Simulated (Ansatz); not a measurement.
What does this script print? It uses Ansatz 0.2.0, Python API.

The script, `opt_ch4bnste.py`:
```python
"""Relax the CH4BNSTe molecule."""

import logging
import sys
import warnings

import ansatz as az
import numpy as np

logging.basicConfig(stream=sys.stdout, format="[%(levelname)s] %(message)s")
log = logging.getLogger("run")
log.setLevel(logging.INFO)

warnings.simplefilter("ignore", az.DeckWarning)

geometry_ang = [
    ("C", (1.2485, 1.0104, -0.8856)),
    ("N", (0.9809, -0.1817, -0.6114)),
    ("B", (0.017, -0.6352, 0.4764)),
    ("S", (-0.1032, -2.4693, 0.7836)),
    ("Te", (-1.0837, 0.783, 1.7447)),
    ("H", (0.7165, 1.8807, -0.3608)),
    ("H", (1.9112, 1.3064, -1.6969)),
    ("H", (-1.2124, -2.5263, -0.1271)),
    ("H", (-2.3863, 0.7858, 0.6601)),
]
system = az.Crystal.molecule()
for symbol, xyz in geometry_ang:
    system = system.atom(symbol, xyz)

calc = system.calculation().basis(gaussian="def2-SVP").functional("CAM-B3LYP").scf(lower_state_search="off")
symbols = [site.symbol for site in system.cartesian_sites]
start = np.array([site.position_ang for site in system.cartesian_sites], dtype=float)
summary = calc.relax(force_tolerance=0.02).run(threads=1, backend="cpu").report
end = np.array(summary["positions_ang"])

log.info("reference energy %16.6f eV" % summary["reference_energy_ev"])
log.info("total energy     %16.6f eV" % summary["free_energy_ev"])
print("occupied orbitals outside the frozen core (up, down):", summary["n_occupied"], " frozen:", summary["n_frozen"], " virtual:", summary["n_virtual"])

log.info("final positions (A) and the move of each atom")
for symbol, xyz, old in zip(symbols, end, start):
    log.info(f"{symbol:2s} {xyz[0]:10.5f} {xyz[1]:10.5f} {xyz[2]:10.5f}   {np.linalg.norm(xyz - old):7.4f}")

charges = summary["charge_distribution"]
dipole = np.array(charges["dipole_moment_e_ang"]) * 4.803205
log.info("dipole (D): {:.3f} {:.3f} {:.3f}, length {:.3f}".format(*dipole, np.linalg.norm(dipole)))
log.info("atom  Mulliken   Lowdin")
for symbol, m, l in zip(symbols, charges["mulliken_charges_e"], charges["lowdin_charges_e"]):
    log.info(f"{symbol:4s} {m:9.3f} {l:8.3f}")
with open("ch4bnste_opt.xyz", "w") as handle:
    handle.write(f"{len(symbols)}\nrelaxed CH4BNSTe\n")
    handle.writelines(f"{s:2s} {x:11.6f} {y:11.6f} {z:11.6f}\n" for s, (x, y, z) in zip(symbols, end))
```

Output of `python opt_ch4bnste.py`:
```text
[INFO] reference energy    -21390.533647 eV
[INFO] total energy        -21390.533647 eV
occupied orbitals outside the frozen core (up, down): [31, 31]  frozen: 0  virtual: [75, 75]
[INFO] final positions (A) and the move of each atom
[INFO] C     1.36018    1.08070   -0.77892    0.1697
[INFO] N     0.56462    0.25059   -0.30330    0.6746
[INFO] B    -0.29292   -0.64757    0.25606    0.3805
[INFO] S     0.23730   -2.38526    0.45252    0.4823
[INFO] Te   -2.28611   -0.00478    0.90879    1.6629
[INFO] H     2.05990    1.65158   -0.14111    1.3804
[INFO] H     1.40746    1.28842   -1.86356    0.5309
[INFO] H    -0.89754   -2.85480    1.00589    1.2209
[INFO] H    -2.06440    1.57492    0.44665    0.8786
[INFO] dipole (D): 1.232 1.636 -0.824, length 2.207
[INFO] atom  Mulliken   Lowdin
[INFO] C        0.035    0.091
[INFO] N        0.056    0.201
[INFO] B       -0.112   -0.819
[INFO] S       -0.077    0.348
[INFO] Te      -0.064    0.243
[INFO] H        0.056   -0.005
[INFO] H        0.056   -0.005
[INFO] H        0.063   -0.015
[INFO] H       -0.013   -0.039
```

File `ch4bnste_opt.xyz` afterwards:
```text
9
relaxed CH4BNSTe
C     1.360175    1.080698   -0.778922
N     0.564619    0.250591   -0.303304
B    -0.292923   -0.647571    0.256055
S     0.237304   -2.385262    0.452517
Te   -2.286105   -0.004781    0.908793
H     2.059902    1.651581   -0.141109
H     1.407462    1.288419   -1.863564
H    -0.897540   -2.854799    1.005886
H    -2.064395    1.574923    0.446649
```

Notes:
- The settings weren't tested for convergence.
- The end point is the stationary point reached from this start; no frequency run checks that it is a minimum, and the basis set is modest.
- def2 sets replace the cores of elements past krypton by effective core potentials.
- The Löwdin charges here are taken after orthogonalising the functions within each atom; they differ from plain Löwdin charges, and their signs can be unphysical.
- The whole script took 2.5 min on 1 thread of Arm Neoverse V1 (shared host), peak memory 0.33 GiB.

(Lines on the test bed's own set-up are left out of the output.)
